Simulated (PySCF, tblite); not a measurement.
# C₃H₇FSe: a rotation path, then NMR shifts on frames, part 2 of 2

tblite 0.8.0 and PySCF 2.14.0. Atoms count from 0. Earlier steps stand in the parts before.

## 5. Nuclear shieldings: image 4, PBE0/pcSseg-1

What the job is given:

```
{"job": {"kind": "nmr", "xc": "PBE0", "basis": "pcSseg-1", "pop": false}, "charge": 0, "multiplicity": 1}
C     -1.522200    -0.534300     0.407000
C     -0.839400     0.816000     0.337500
Se     0.822300     0.898500     1.409100
C      2.036600    -0.144500     0.216000
F      1.352300    -0.695800    -0.811200
H     -2.448100    -0.503100    -0.164800
H     -1.760500    -0.789800     1.437100
H     -0.891600    -1.315000    -0.008600
H     -0.569600     1.085000    -0.683600
H     -1.465700     1.601800     0.764800
H      2.494600    -0.948400     0.798800
H      2.792400     0.528800    -0.198700
```

With the program's defaults for keys left out, this is: GIAO PBE0/pcSseg-1 NMR shielding, non-relativistic, gas phase.

Standard output:

```text
coarse grid: 45480 points
cycle   1  E = -2619.0542249862  dE = -7.039e-01  |g| = 7.917e-01  |ddm| = 3.027e+00
cycle   2  E = -2619.0264313972  dE =  2.779e-02  |g| = 7.363e-01  |ddm| = 6.657e-01
cycle   3  E = -2619.0980508227  dE = -7.162e-02  |g| = 2.032e-01  |ddm| = 4.988e-01
cycle   4  E = -2619.1051034108  dE = -7.053e-03  |g| = 3.638e-02  |ddm| = 1.413e-01
cycle   5  E = -2619.1053049286  dE = -2.015e-04  |g| = 8.740e-03  |ddm| = 2.672e-02
cycle   6  E = -2619.1053233345  dE = -1.841e-05  |g| = 1.724e-03  |ddm| = 7.924e-03
cycle   7  E = -2619.1053237891  dE = -4.546e-07  |g| = 7.638e-04  |ddm| = 1.824e-03
final grid: 95912 points
cycle   8  E = -2619.1052949134  dE =  1.133e-07  |g| = 1.076e-03  |ddm| = 1.979e-03
cycle   9  E = -2619.1052946167  dE =  2.967e-07  |g| = 1.525e-03  |ddm| = 2.268e-03
cycle  10  E = -2619.1052951975  dE = -5.808e-07  |g| = 8.730e-05  |ddm| = 1.326e-03
cycle  11  E = -2619.1052951990  dE = -1.568e-09  |g| = 1.056e-05  |ddm| = 6.406e-05
cycle  12  E = -2619.1052951990  dE = -2.638e-11  |g| = 3.868e-06  |ddm| = 1.301e-05
converged SCF energy = -2619.1052951990

GIAO shielding tensors (ppm)
atom      isotropic    diamagn.    paramagn.     s11        s22        s33       span
  0 C      164.120     247.041     -82.921    145.279    159.136    187.944     42.665
  1 C      156.191     246.276     -90.086    136.066    158.681    173.825     37.759
  2 Se    1513.745    2998.905   -1485.159   1223.658   1354.843   1962.736    739.078
  3 C      100.652     237.194    -136.542     51.240     90.243    160.473    109.233
  4 F      426.686     476.098     -49.412    361.202    422.306    496.552    135.350
  5 H       30.313      28.815       1.498     25.159     27.001     38.780     13.620
  6 H       30.307      29.422       0.885     26.282     28.618     36.020      9.738
  7 H       30.119      30.339      -0.221     24.712     30.884     34.760     10.049
  8 H       28.473      30.341      -1.868     22.958     27.419     35.042     12.085
  9 H       29.452      29.491      -0.038     22.828     28.227     37.302     14.474
 10 H       25.572      27.105      -1.534     20.075     25.330     31.310     11.235
 11 H       25.439      26.999      -1.560     19.053     25.931     31.334     12.281
```

Wall time 36 s (1 thread of Intel Xeon at 2.50GHz, shared host); peak memory 0.77 GiB.

Key values: δ C3 86.3, C1 30.7, C0 22.8, Se2 245, H11 6.28, H10 6.15 ppm.

## 6. Nuclear shieldings: image 6, PBE0/pcSseg-1

What the job is given:

```
{"job": {"kind": "nmr", "xc": "PBE0", "basis": "pcSseg-1", "pop": false}, "charge": 0, "multiplicity": 1}
C     -1.465700    -0.569300     0.496800
C     -0.858900     0.803200     0.296100
Se     0.842800     1.082400     1.263500
C      1.990300    -0.127500     0.189400
F      1.549500    -0.190500    -1.088800
H     -2.407800    -0.629500    -0.046500
H     -1.664400    -0.754900     1.550000
H     -0.808200    -1.349800     0.121800
H     -0.642200     0.997400    -0.754800
H     -1.511800     1.589400     0.680300
H      1.974900    -1.137800     0.608400
H      3.002600     0.286100     0.187200
```

With the program's defaults for keys left out, this is: GIAO PBE0/pcSseg-1 NMR shielding, non-relativistic, gas phase.

Standard output:

```text
coarse grid: 45480 points
cycle   1  E = -2619.0568853884  dE = -7.003e-01  |g| = 7.940e-01  |ddm| = 3.030e+00
cycle   2  E = -2619.0287548060  dE =  2.813e-02  |g| = 7.432e-01  |ddm| = 6.695e-01
cycle   3  E = -2619.1011562348  dE = -7.240e-02  |g| = 2.016e-01  |ddm| = 4.997e-01
cycle   4  E = -2619.1080032154  dE = -6.847e-03  |g| = 3.554e-02  |ddm| = 1.388e-01
cycle   5  E = -2619.1081897693  dE = -1.866e-04  |g| = 8.473e-03  |ddm| = 2.560e-02
cycle   6  E = -2619.1082071240  dE = -1.735e-05  |g| = 1.644e-03  |ddm| = 7.887e-03
cycle   7  E = -2619.1082075496  dE = -4.256e-07  |g| = 7.450e-04  |ddm| = 1.761e-03
final grid: 95912 points
cycle   8  E = -2619.1081716551  dE =  1.000e-07  |g| = 1.032e-03  |ddm| = 1.841e-03
cycle   9  E = -2619.1081713803  dE =  2.748e-07  |g| = 1.460e-03  |ddm| = 2.185e-03
cycle  10  E = -2619.1081719193  dE = -5.390e-07  |g| = 7.965e-05  |ddm| = 1.281e-03
cycle  11  E = -2619.1081719207  dE = -1.336e-09  |g| = 8.697e-06  |ddm| = 5.853e-05
cycle  12  E = -2619.1081719207  dE = -1.319e-11  |g| = 3.897e-06  |ddm| = 1.211e-05
converged SCF energy = -2619.1081719207

GIAO shielding tensors (ppm)
atom      isotropic    diamagn.    paramagn.     s11        s22        s33       span
  0 C      167.905     247.141     -79.236    148.438    167.485    187.791     39.353
  1 C      158.011     246.508     -88.497    138.007    159.236    176.789     38.783
  2 Se    1489.090    2998.551   -1509.462   1194.241   1354.075   1918.953    724.712
  3 C      101.096     238.695    -137.598     50.070     90.294    162.926    112.856
  4 F      422.942     475.804     -52.862    354.319    429.330    485.177    130.857
  5 H       30.234      28.751       1.483     25.061     26.982     38.659     13.598
  6 H       30.311      29.304       1.007     26.086     28.580     36.268     10.182
  7 H       30.195      30.656      -0.461     25.068     30.234     35.284     10.216
  8 H       28.374      30.268      -1.894     22.513     27.725     34.885     12.372
  9 H       29.486      29.504      -0.018     22.909     28.195     37.355     14.446
 10 H       25.384      27.857      -2.474     19.100     25.977     31.074     11.975
 11 H       25.782      26.926      -1.144     20.464     25.286     31.595     11.131
```

Run time: 39 s. Hardware: 1 thread of Intel Xeon at 2.50GHz, shared host; peak memory 0.84 GiB.

In short: δ C3 85.8, C1 28.9, C0 19.0, Se2 269, H10 6.33, H11 5.93 ppm.

## 7. Shielding tensors: image 8, PBE0/pcSseg-1

What the job is given:

```
{"job": {"kind": "nmr", "xc": "PBE0", "basis": "pcSseg-1", "pop": false}, "charge": 0, "multiplicity": 1}
C     -1.474100    -0.591600     0.609100
C     -0.861200     0.746500     0.248300
Se     0.835900     1.114400     1.194800
C      1.977500    -0.076600     0.129600
F      1.980900     0.307600    -1.172700
H     -2.430100    -0.704100     0.100500
H     -1.641900    -0.659300     1.681900
H     -0.830700    -1.415500     0.307500
H     -0.633900     0.818600    -0.816100
H     -1.520300     1.569900     0.527400
H      1.601000    -1.102800     0.178100
H      2.998000    -0.008000     0.515000
```

With the program's defaults for keys left out, this is: GIAO PBE0/pcSseg-1 NMR shielding, non-relativistic, gas phase.

Standard output:

```text
coarse grid: 45480 points
cycle   1  E = -2619.0582984196  dE = -6.952e-01  |g| = 8.022e-01  |ddm| = 3.031e+00
cycle   2  E = -2619.0282994084  dE =  3.000e-02  |g| = 7.644e-01  |ddm| = 6.866e-01
cycle   3  E = -2619.1045733497  dE = -7.627e-02  |g| = 1.985e-01  |ddm| = 5.037e-01
cycle   4  E = -2619.1110447771  dE = -6.471e-03  |g| = 3.502e-02  |ddm| = 1.326e-01
cycle   5  E = -2619.1112183891  dE = -1.736e-04  |g| = 8.215e-03  |ddm| = 2.459e-02
cycle   6  E = -2619.1112347352  dE = -1.635e-05  |g| = 1.598e-03  |ddm| = 8.074e-03
cycle   7  E = -2619.1112351780  dE = -4.428e-07  |g| = 7.353e-04  |ddm| = 1.774e-03
final grid: 95912 points
cycle   8  E = -2619.1112360228  dE =  8.866e-08  |g| = 1.015e-03  |ddm| = 1.720e-03
cycle   9  E = -2619.1112357455  dE =  2.774e-07  |g| = 1.441e-03  |ddm| = 2.150e-03
cycle  10  E = -2619.1112362847  dE = -5.393e-07  |g| = 7.085e-05  |ddm| = 1.275e-03
cycle  11  E = -2619.1112362858  dE = -1.072e-09  |g| = 7.152e-06  |ddm| = 5.127e-05
cycle  12  E = -2619.1112362858  dE =  3.183e-12  |g| = 4.336e-06  |ddm| = 1.116e-05
converged SCF energy = -2619.1112362858

GIAO shielding tensors (ppm)
atom      isotropic    diamagn.    paramagn.     s11        s22        s33       span
  0 C      169.468     247.055     -77.586    147.416    173.526    187.463     40.047
  1 C      159.686     246.980     -87.294    141.586    160.218    177.253     35.667
  2 Se    1420.273    2998.255   -1577.982   1035.267   1425.651   1799.900    764.634
  3 C       97.582     240.977    -143.395     41.909     91.125    159.712    117.803
  4 F      404.876     474.518     -69.643    338.575    408.261    467.790    129.215
  5 H       30.183      28.651       1.532     24.912     27.072     38.566     13.654
  6 H       30.347      29.185       1.162     25.835     28.721     36.484     10.650
  7 H       30.117      30.482      -0.365     25.158     29.761     35.431     10.274
  8 H       28.557      30.563      -2.006     22.246     28.318     35.106     12.860
  9 H       29.387      29.684      -0.297     22.719     28.202     37.241     14.521
 10 H       25.398      28.734      -3.336     19.048     26.573     30.572     11.523
 11 H       25.855      27.249      -1.394     19.983     25.983     31.600     11.616
```

Wall time 33 s (1 thread of Intel Xeon at 2.50GHz, shared host); peak memory 0.84 GiB.

This run: δ C3 89.3, C1 27.2, C0 17.5, Se2 338, H10 6.32, H11 5.86 ppm.

## 8. Comparing the runs: NMR shifts

Shifts (ppm) of some atoms, chosen among heavy atoms and hydrogens apart, with basis size and wall time:

| frame | C3 | C1 | C0 | H11 | H8 | Se2 | F4 | functions | time |
| --- | --- | --- | --- | --- | --- | --- | --- | --- | --- |
| image 0 | 98.2 | 36.0 | 21.6 | 6.14 | 2.90 | 347 | -216.6 | 144 | 47 s |
| image 2 | 93.1 | 32.3 | 22.8 | 6.48 | 3.03 | 309 | -238.1 | 144 | 37 s |
| image 4 | 86.3 | 30.7 | 22.8 | 6.28 | 3.24 | 245 | -255.7 | 144 | 36 s |
| image 6 | 85.8 | 28.9 | 19.0 | 5.93 | 3.34 | 269 | -252.0 | 144 | 39 s |
| image 8 | 89.3 | 27.2 | 17.5 | 5.86 | 3.16 | 338 | -233.9 | 144 | 33 s |

## 9. Outcome

What follows sums up all 2 parts.

```
                                                                  quantity                                         value
                                                                   barrier            0.090 eV (2.1 kcal/mol) at image 4
                                                     end to end (GFN2-xTB)                                      0.006 eV
                           13C shifts against TMS (PBE0/pcSseg-1, image 0)                          98.2, 36.0, 21.6 ppm
                            1H shifts against TMS (PBE0/pcSseg-1, image 0)  6.15, 6.14, 2.90, 2.59, 1.72, 1.54, 1.48 ppm
                        77Se shifts against Me2Se (PBE0/pcSseg-1, image 0)                                       347 ppm
                         19F shifts against CFCl3 (PBE0/pcSseg-1, image 0)                                    -216.6 ppm
potential on the surface of density 0.002 e/bohr³, 1st and 99th percentile                            -1.05 V and 1.10 V
                                                 range of the shift of Se2                                245 to 347 ppm
```

In words: Along the band the dihedral turns by 136°, and the top (dihedral -7°) lies 2.1 kcal/mol above the start (GFN2-xTB, rough), so at room temperature this motion is fast. Ends this close can change order at a higher level. The top was not checked by a frequency run. Shifts at one fixed geometry are not the observed spectrum, which averages over the motion. In the first frame run (image 0): Shielding is most anisotropic at Se2 (span 788 ppm, paramagnetic term -1587 ppm). Across the 5 runs the shift of Se2 moves most, between 245 (image 4) and 347 ppm (image 0). Spin-orbit coupling is left out, which matters for shieldings and couplings at and beside the heavy atoms.
